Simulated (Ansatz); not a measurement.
# Al (diamond type): a single-point run

The task is a single-point run on Al (diamond type). The structure is shown as the input types it.

Computed with Ansatz 0.2.0 (DFT, LDA, norm-conserving pseudopotentials, Ansatz's default files, scalar-relativistic, unless a step's input says otherwise).

**1. The structure to begin with**

Symmetry: Fd-3m, No. 227, cubic system. Conventional cell: a = 4.386 Å, b = 4.386 Å, c = 4.386 Å, α = 90.00°, β = 90.00°, γ = 90.00°. Al (site symmetry -43m) is surrounded by 4 Al at 1.90 Å.

The input asks for a charge of -4 e on the cell.

As a file:

```
CELL_PARAMETERS angstrom
0.00000 2.19293 2.19293
2.19293 0.00000 2.19293
2.19293 2.19293 0.00000
ATOMIC_POSITIONS crystal
Al 0.87500 0.87500 0.87500
Al 0.12500 0.12500 0.12500
```

**2. Running it**

input.yaml

```yaml
crystal:
  lattice:
    - [0.0, 2.1929261603, 2.1929261603]
    - [2.1929261603, 0.0, 2.1929261603]
    - [2.1929261603, 2.1929261603, 0.0]
  atoms:
    - { symbol: Al, position: [-0.125, -0.125, -0.125] }
    - { symbol: Al, position: [0.125, 0.125, 0.125] }
kpoints:
  mp_grid: { grid: [12, 12, 12] }
scf:
  occupations: { method: fermi_dirac, width: 0.08 }
  max_iter: 80
hamiltonian:
  xc: lda
  pseudopotentials: { kind: nc }
output:
  forces: true
  stress: true
  eigenvalues: true
total_charge: -4
```

On the command line:

```
$ ansatz run input.yaml --threads 1 --pin off --max-ram 2048MiB --backend cpu --events-out ev --progress --plain --runs-dir out
```

**Question.** How will this run end, and is anything wrong with its input?

This run ends as converged. It gives a pressure of -27 GPa, which is large.

Look at the input: total_charge is -4. The typed charge changes the electron count, so this is no longer the system that was meant.

To check: delete total_charge (the default then holds).
